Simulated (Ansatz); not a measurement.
SnSe2:

```
Sn Se
1.0
     3.81100    0.00000    0.00000
    -1.90550    3.30042    0.00000
     0.00000    0.00000    6.13600
Sn Se
1 2
Direct
  0.00000 0.00000 0.00000
  0.66667 0.33333 0.75100
  0.33333 0.66667 0.24900
```

| Quantity | Value |
| --- | --- |
| Program | Ansatz 0.2.0 |
| Task | relaxation of cell and atoms |
| Functional | revPBE |
| Dispersion | D4 |
| Potentials or basis | Ansatz PAW |
| Cutoff | 420 eV (not typed: the program's choice for these potentials) |
| k mesh | 8 × 8 × 5 |
| Occupations | fermi-dirac, width 0.05 eV |
| Spin | no spin polarisation |

At the start: volume 25.73 Å³/atom.

How do energy, volume and symmetry change on relaxing?

It ends after 6 steps and the volume is 24.94 Å³/atom (-3.0 %); space group P-3m1 (No. 164, to 0.05 Å).

Step by step:
| step | energy change (eV) | largest force (eV/Å) | volume (Å³) |
| --- | --- | --- | --- |
| 1 | 0.0000 | 0.8333 | 77.18 |
| 2 | -0.0703 | 0.0186 | 76.48 |
| 3 | -0.0753 | 0.0031 | 74.91 |
| 4 | -0.0760 | 0.0030 | 74.73 |
| 5 | -0.0760 | 0.0018 | 74.83 |
| 6 | -0.0756 | 0.0019 | 74.83 |

Final structure:
```yaml
crystal:
  lattice:
    - [3.82656, 0.00000, 0.00000]
    - [-1.91328, 3.31390, 0.00000]
    - [0.00000, 0.00000, 5.90143]
  atoms:
    - { symbol: Sn, position: [0.00000, 0.00000, 0.00000] }
    - { symbol: Se, position: [0.66667, 0.33333, 0.72991] }
    - { symbol: Se, position: [0.33333, 0.66667, 0.27009] }
```

Caveat: the plane-wave basis is chosen anew once the cell has moved, so the energies of steps on either side of that aren't comparable; the PAW data sets come from PBE, with cores solved anew for the run's functional, which leaves a small shift of forces and pressure.
